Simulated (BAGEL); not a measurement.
# UHF/6-31G(d) (density fitting with qzvpp-jkfit, spherical functions) run of AlHBrO (SMILES [OH][Al][Br])

What is the vertical ionisation energy of AlHBrO at UHF/6-31G* (density fitting with qzvpp-jkfit, spherical functions)? 

The results are computed with BAGEL 1.2.2.

4 further runs of the same task are left out: 1 for a known fault of the program, 3 that didn't finish. Runs told in other sessions of the task aren't counted.

## (1) Starting point

The species is AlHBrO (4 atoms), meant as a doublet with charge 0. As SMILES, `[OH][Al][Br]`. Geometry: relaxed at PBE0-D4/def2-TZVP.

Bond lengths: O1–Al2 1.695 Å, Al2–Br3 2.270 Å, O1–H4 0.957 Å. Angles: O1–Al2–Br3 116.9°, Al2–O1–H4 123.5°.

## (2) The energy at UHF/6-31G(d) (density fitting with qzvpp-jkfit, spherical functions)

hf.json reads:

```json
{ "bagel": [

{
  "title": "molecule",
  "basis": "6-31gs.json",
  "df_basis": "qzvpp-jkfit",
  "angstrom": true,
  "geometry": [
    { "atom": "O", "xyz": [      -0.417900,       0.558200,      -0.729100 ] },
    { "atom": "Al", "xyz": [      -0.100700,      -0.215000,       0.745000 ] },
    { "atom": "Br", "xyz": [       1.740900,      -1.539700,       0.836000 ] },
    { "atom": "H", "xyz": [      -1.166700,       1.136400,      -0.872200 ] }
  ]
},

{
  "title": "uhf",
  "charge": 0,
  "nopen": 1
},

{
  "title": "print",
  "file": "orbitals.molden",
  "orbitals": true
}

]}
```

The basis set 6-31G* is read from a file made from the Basis Set Exchange's data (not shown).

The run is started by

```bash
BAGEL_NUM_THREADS=1 BAGEL hf.json > hf.out
```

Log:

```text
* using 1 threads per process

  ===============================================================
  ===============================================================

  *** Geometry ***

  { "atom" : "O", "xyz" : [     -0.789717,      1.054845,     -1.377799 ] },
  { "atom" : "Al", "xyz" : [     -0.190295,     -0.406291,      1.407846 ] },
  { "atom" : "Br", "xyz" : [      3.289824,     -2.909611,      1.579811 ] },
  { "atom" : "H", "xyz" : [     -2.204743,      2.147485,     -1.648219 ] },

  Number of auxiliary basis functions:      489

  Since a DF basis is specified, we compute 2- and 3-index integrals:
    o Being stored without compression. Storage requirement is 0.017 GB

  Number of basis functions:       66
  Number of electrons      :       57

    * METHOD: MOLECULE                             0.17

  *** Open-shell HF ***

  === Nuclear Repulsion ===
   193.8399248769

      * DIIS with orbital gradients will be used.

  === UHF iteration (6-31gs.json) ===
      0      -2889.32314344          0.04669935           0.09
      1      -2889.43507558          0.03607996           0.08
      2      -2889.49184485          0.02503952           0.09
      3      -2889.54116490          0.00123812           0.08
      4      -2889.54222018          0.00052380           0.08
      5      -2889.54240194          0.00020579           0.08
      6      -2889.54245121          0.00004979           0.09
      7      -2889.54245771          0.00001827           0.09
      8      -2889.54245894          0.00000939           0.09
      9      -2889.54245932          0.00000390           0.09
     10      -2889.54245937          0.00000092           0.09
     11      -2889.54245938          0.00000040           0.09
     12      -2889.54245938          0.00000017           0.09
     13      -2889.54245938          0.00000008           0.09
     14      -2889.54245938          0.00000005           0.09
     15      -2889.54245938          0.00000003           0.09
     16      -2889.54245938          0.00000001           0.09
     17      -2889.54245938          0.00000001           0.09
    * SCF iteration converged.

    * S^2 (UHF) is 0.7538

    * Permanent dipole moment:
           (    1.169051,    -0.686694,    -0.354791) a.u.

    * METHOD: UHF                                  1.70

    * METHOD: PRINT                                0.00

  ===============================================================
```

Run time: 2 s. Hardware: 1 thread of Intel Xeon 6975P-C (Granite Rapids), shared host.

## (3) The singlet cation

job.json reads:

```json
{ "bagel" : [

{
  "title" : "molecule",
  "basis" : "6-31gs.json",
  "df_basis" : "qzvpp-jkfit",
  "angstrom" : "true",
  "geometry" : [
    { "atom" : "O", "xyz" : [   -0.417900,    0.558200,   -0.729100 ] },
    { "atom" : "Al", "xyz" : [   -0.100700,   -0.215000,    0.745000 ] },
    { "atom" : "Br", "xyz" : [    1.740900,   -1.539700,    0.836000 ] },
    { "atom" : "H", "xyz" : [   -1.166700,    1.136400,   -0.872200 ] }
  ]
},
{
  "title" : "hf",
  "charge" : 1
},
{
  "title" : "print",
  "file" : "orbitals.molden",
  "orbitals" : "true"
}

]}
```

The basis set 6-31G* is read from a file made from the Basis Set Exchange's data (not shown).

The run is started by

```bash
BAGEL_NUM_THREADS=1 BAGEL job.json > job.out
```

Log:

```text
* using 1 threads per process

  ===============================================================
  ===============================================================

  *** Geometry ***

  { "atom" : "O", "xyz" : [     -0.789717,      1.054845,     -1.377799 ] },
  { "atom" : "Al", "xyz" : [     -0.190295,     -0.406291,      1.407846 ] },
  { "atom" : "Br", "xyz" : [      3.289824,     -2.909611,      1.579811 ] },
  { "atom" : "H", "xyz" : [     -2.204743,      2.147485,     -1.648219 ] },

  Number of auxiliary basis functions:      489

  Since a DF basis is specified, we compute 2- and 3-index integrals:
    o Being stored without compression. Storage requirement is 0.017 GB

  Number of basis functions:       66
  Number of electrons      :       57

    * METHOD: MOLECULE                             0.23

  *** RHF ***

  === Nuclear Repulsion ===
   193.8399248769

      * DIIS with orbital gradients will be used.

  === RHF iteration (6-31gs.json) ===
      0      -2889.04584808          0.02322920           0.04
      1      -2889.12344068          0.01959234           0.04
      2      -2889.23470502          0.00126340           0.04
      3      -2889.23570821          0.00045794           0.04
      4      -2889.23585078          0.00015390           0.04
      5      -2889.23588204          0.00006159           0.04
      6      -2889.23589178          0.00003230           0.04
      7      -2889.23589530          0.00000964           0.04
      8      -2889.23589547          0.00000422           0.04
      9      -2889.23589548          0.00000165           0.04
     10      -2889.23589548          0.00000044           0.04
     11      -2889.23589549          0.00000018           0.04
     12      -2889.23589548          0.00000006           0.04
     13      -2889.23589548          0.00000003           0.04
     14      -2889.23589548          0.00000001           0.04
     15      -2889.23589549          0.00000001           0.05
    * SCF iteration converged.

    * Permanent dipole moment:
           (    2.921501,    -1.608985,    -1.173367) a.u.

    * METHOD: HF                                   0.80

    * METHOD: PRINT                                0.00

  ===============================================================
```

Wall time 1.2 s (1 thread of Intel Xeon 6975P-C (Granite Rapids), shared host).

## (4) What came out

Level: UHF/6-31G* (density fitting with qzvpp-jkfit, spherical functions).

| quantity | value |
| --- | --- |
| doublet AlHBrO: total energy | -2889.54246 Eh |
| doublet AlHBrO: dipole moment | 3.56 D |
| doublet AlHBrO: ⟨S²⟩ | 0.754 |
| singlet cation: total energy | -2889.23590 Eh |
| singlet cation: HOMO energy | -17.05 eV |
| singlet cation: LUMO energy | -7.66 eV |
| singlet cation: HOMO–LUMO gap | 9.38 eV |
| vertical ionisation energy (to the singlet cation) | 8.342 eV |

In words: The vertical ionisation energy comes to 8.34 eV (192 kcal/mol).
